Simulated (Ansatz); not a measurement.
# WCl5F: small, medium and large basis sets

One table from this session's results is given with a row withheld; the runs are named, their logs left out.

Computed with Ansatz 0.2.0, Gaussian basis. Level: one geometry, several basis sets.

Levels to be run: PBE0-D4/def2-SVP; ωB97M-V/def2-SVP; PBE0-D4/def2-QZVPP; ωB97M-V/def2-QZVPP; the functionals' def2-TZVPP values are taken from earlier runs.

## The relaxed structure

An earlier PBE0-D4 in a triple-zeta def2 set relaxation fixed the geometry. W takes the def2 core potential; no spin-orbit term is included.

7 atoms, charge 0, spin multiplicity 1.

Atoms are counted from 1 here; the program's logs count them from 0.

Bond lengths: F1–W2 1.855 Å, W2–Cl3 2.284 Å, W2–Cl4 2.284 Å, W2–Cl5 2.284 Å, W2–Cl6 2.284 Å, W2–Cl7 2.272 Å. Angles: F1–W2–Cl3 88.5°, F1–W2–Cl4 88.5°, F1–W2–Cl5 88.5°, F1–W2–Cl6 88.5°, F1–W2–Cl7 180.0°, Cl3–W2–Cl4 90.0°, Cl3–W2–Cl5 177.0°, Cl3–W2–Cl6 90.0°, Cl3–W2–Cl7 91.5°, Cl4–W2–Cl5 90.0°, Cl4–W2–Cl6 177.0°, Cl4–W2–Cl7 91.5°, Cl5–W2–Cl6 90.0°, Cl5–W2–Cl7 91.5°, Cl6–W2–Cl7 91.5°.

Set-up of the first run:

The input, in.yaml:

```yaml
crystal:
  periodic: [false, false, false]
  atoms:
    - {symbol: F, position_ang: [-1.133897, 0.067212, -1.498563]}
    - {symbol: W, position_ang: [-0.007007, -0.008666, -0.027097]}
    - {symbol: Cl, position_ang: [-1.811688, -0.578758, 1.251427]}
    - {symbol: Cl, position_ang: [0.357220, -2.214552, -0.493906]}
    - {symbol: Cl, position_ang: [1.726219, 0.566242, -1.398920]}
    - {symbol: Cl, position_ang: [-0.442674, 2.202027, 0.346430]}
    - {symbol: Cl, position_ang: [1.373026, -0.101605, 1.774927]}
basis:
  gaussian: {orbitals: def2-SVP}
hamiltonian: {xc: pbe0, dispersion: d4}
output: {orbitals: {seedname: orbitals}}
```

Run with:

```sh
$ ansatz run in.yaml --threads 4 --pin off --events-out ev --progress --plain --max-ram 11315MiB
```

Steps of the session up to this table: PBE0-D4 in def2-SVP; ωB97M-V in def2-SVP; PBE0-D4 in def2-QZVPP; ωB97M-V in def2-QZVPP.

One table of the session follows, with a row left open; its other results are not shown here.

It belongs to the step «Density functionals: the series». 

```
functional       basis  HOMO (eV)  LUMO (eV)
   PBE0-D4    def2-SVP      -9.30      -5.41
   PBE0-D4  def2-TZVPP          ?          ?
   PBE0-D4  def2-QZVPP      -9.20      -5.26
   ωB97M-V    def2-SVP     -11.43      -3.55
   ωB97M-V  def2-TZVPP     -11.37      -3.43
   ωB97M-V  def2-QZVPP     -11.38      -3.45
```

Estimate the missing values for PBE0-D4, def2-TZVPP.

The run gave: HOMO (eV): -9.19; LUMO (eV): -5.25. In the column «HOMO (eV)» it is the highest.
